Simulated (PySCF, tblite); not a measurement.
# 2-furoylfluoride: geometry, infrared bands and NMR shifts

Aim: predict the infrared bands and NMR shifts of 2-furoylfluoride (`O=C(F)c1ccco1`).

Programs: tblite 0.8.0 and PySCF 2.14.0, with density-fitted response routines of our own. Each step states its level of theory. These are calculated values for one molecule in the gas phase, unless marked as measured. Atoms count from 0, in the outputs and in this text.

**1. Starting geometry**

11 atoms, charge 0, multiplicity 1; geometry from: force field or distance geometry start.

Bonds of the start (Å): O0–C1 1.27, C1–F2 1.36, C1–C3 1.46, C3–C4 1.37, C4–C5 1.39, C5–C6 1.38, C6–O7 1.31, O7–C3 1.33, C4–H8 1.10, C5–H9 1.09, C6–H10 1.09.

**2. Optimising the geometry with GFN2-xTB**

What the job is given:

```
{"job": {"kind": "relax", "xc": "GFN2-xTB", "basis": "xTB"}, "charge": 0, "multiplicity": 1}
O      2.583700    -1.385400     0.115700
C      2.039000    -0.240000     0.029100
F      2.782300     0.903700    -0.020900
C      0.582200    -0.187100     0.009100
C     -0.194400     0.941000    -0.055700
C     -1.519000     0.521900    -0.055800
C     -1.488400    -0.858600     0.030000
O     -0.232100    -1.233500     0.077000
H      0.193600     1.963100    -0.121300
H     -2.419700     1.135600    -0.098400
H     -2.321700    -1.558100     0.065200
```

Launch:

```
$ OMP_NUM_THREADS=1 python probes_run.py task.json out
```

The driver reads the jobs from task.json and runs them one after another.

**Question.** This job is followed by: GFN2-xTB harmonic vibrations, gas phase; GIAO PBE0/pcSseg-1 NMR shielding, non-relativistic, gas phase. What will the session give for the following? strongest single infrared mode (GFN2-xTB); zero-point energy (GFN2-xTB); 13C shifts against TMS (PBE0/pcSseg-1); 1H shifts against TMS (PBE0/pcSseg-1); 17O shifts against H2O (PBE0/pcSseg-1); 19F shifts against CFCl3 (PBE0/pcSseg-1).

As calculated:

| quantity | value |
| --- | --- |
| strongest single infrared mode (GFN2-xTB) | 1840 cm⁻¹, 705 km/mol |
| zero-point energy (GFN2-xTB) | 43.8 kcal/mol |
| 13C shifts against TMS (PBE0/pcSseg-1) | 155.8, 155.6, 146.0, 133.2, 119.4 ppm |
| 1H shifts against TMS (PBE0/pcSseg-1) | 7.90, 7.73, 6.87 ppm |
| 17O shifts against H2O (PBE0/pcSseg-1) | 422.1, 312.8 ppm |
| 19F shifts against CFCl3 (PBE0/pcSseg-1) | 20.7 ppm |

In words: Relaxing lowered the energy by 0.571 eV in 26 steps; the close pair that moved most is O0–C1, from 1.271 to 1.183 Å. All 27 modes are real, so the xTB geometry is a minimum. The strongest single mode, at 1840 cm⁻¹, moves mainly C1 and O0. GFN2-xTB is a fitted tight-binding method: band positions and strengths are rough. Its intensities can rank the bands wrongly. At PBE0/pcSseg-1: The largest span, 584 ppm, is at O0, where the paramagnetic term is -485 ppm. NICS(1)zz of -27 ppm above the planar ring from C3 marks a diatropic (aromatic) ring current.
